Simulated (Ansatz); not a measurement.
# InGa3P4: the band gap up the ladder of functionals

The task here is to estimate one member of a computed series from the others.

Code: Ansatz 0.2.0. PAW datasets, plane waves. Note: simulated data, non-magnetic, for a generated structure that need not be the stable one.

## The structure to begin with

The cell was relaxed beforehand with r2SCAN.

The symmetry is P-43m (No. 215, cubic); conventional cell a = 5.566 Å, 21.56 Å³ an atom. Ga has 4 P at 2.38 Å; P has 3 Ga at 2.38 Å and 1 In at 2.51 Å; In has 4 P at 2.51 Å.

The structure in full:

```cif
data_structure
_symmetry_space_group_name_H-M 'P-43m'
_symmetry_Int_Tables_number 215
_cell_length_a 5.5665
_cell_length_b 5.5665
_cell_length_c 5.5665
_cell_angle_alpha 90.000
_cell_angle_beta 90.000
_cell_angle_gamma 90.000
_cell_volume 172.48
loop_
_atom_site_label
_atom_site_type_symbol
_atom_site_symmetry_multiplicity
_atom_site_Wyckoff_symbol
_atom_site_fract_x
_atom_site_fract_y
_atom_site_fract_z
_atom_site_occupancy
Ga1 Ga 3 d 0.50000 0.00000 0.00000 1
P1 P 4 e 0.76022 0.23978 0.23978 1
In1 In 1 b 0.50000 0.50000 0.50000 1
```

The first run:

The input, input.yaml:

```yaml
crystal:
  lattice:
    - [5.5664661521, 0.0, 0.0]
    - [0.0, 5.5664661521, 0.0]
    - [0.0, 0.0, 5.5664661521]
  atoms:
    - { symbol: Ga, position: [0.5, 0.0, 0.0] }
    - { symbol: P, position: [0.760224476, 0.239775524, 0.239775524] }
    - { symbol: Ga, position: [0.0, 0.5, 0.0] }
    - { symbol: P, position: [0.239775524, 0.760224476, 0.239775524] }
    - { symbol: Ga, position: [0.0, 0.0, 0.5] }
    - { symbol: P, position: [0.239775524, 0.239775524, 0.760224476] }
    - { symbol: In, position: [0.5, 0.5, 0.5] }
    - { symbol: P, position: [0.760224476, 0.760224476, 0.760224476] }
kpoints:
  mp_grid: { grid: [6, 6, 6] }
  band_path:
    path:
      - [[0.0, 0.0, 0.0], [-1.808152433337e-50, 0.5, -1.869956487984e-33], [0.5, 0.5, -1.304842915052e-33], [0.0, 0.0, 0.0], [0.5, 0.5, 0.5], [-1.808152433337e-50, 0.5, -1.869956487984e-33]]
      - [[0.5, 0.5, 0.5], [0.5, 0.5, -1.304842915052e-33]]
    npoints: 10
hamiltonian:
  xc: pbe
scf:
  occupations: { method: fermi_dirac, width: 0.02 }
  n_extra_bands: 6
output:
  forces: true
  stress: true
  eigenvalues: true
  write_density: true
  write_potential: true
  elf: true
  volumetric_format: npy
```

Command:

```
$ ansatz run input.yaml --threads 4 --pin off --max-ram 6451MiB --backend cpu --events-out ev --progress --plain --runs-dir out
```

Among the steps run: PBE band path; Single point with r2SCAN; HSE06; Single point with PBE+SOC; PBE0 at the same geometry.

One of the session's tables, all rows but one given; the rest of the session is left out.

```
  level  gap (eV)
    PBE      1.20
 r2SCAN         ?
  HSE06      2.04
PBE+SOC      1.17
   PBE0      2.67
```

Q: Estimate the row for r2SCAN from the others.

As computed: gap (eV): 1.60. In the column «gap (eV)» it lies between PBE (1.20) and HSE06 (2.04).

Meshes: PBE 6×6×6, r2SCAN 6×6×6, HSE06 4×4×4, PBE+SOC 6×6×6, PBE0 4×4×4

PBE reaches 59 % of the HSE06 value, and r2SCAN 78 %. PBE0 lies 0.63 eV above HSE06, which differs from it by screening the long-range exchange.

Limits of these values: Warnings in the runs' records: stress scf threshold loose, stress exchange threshold loose.
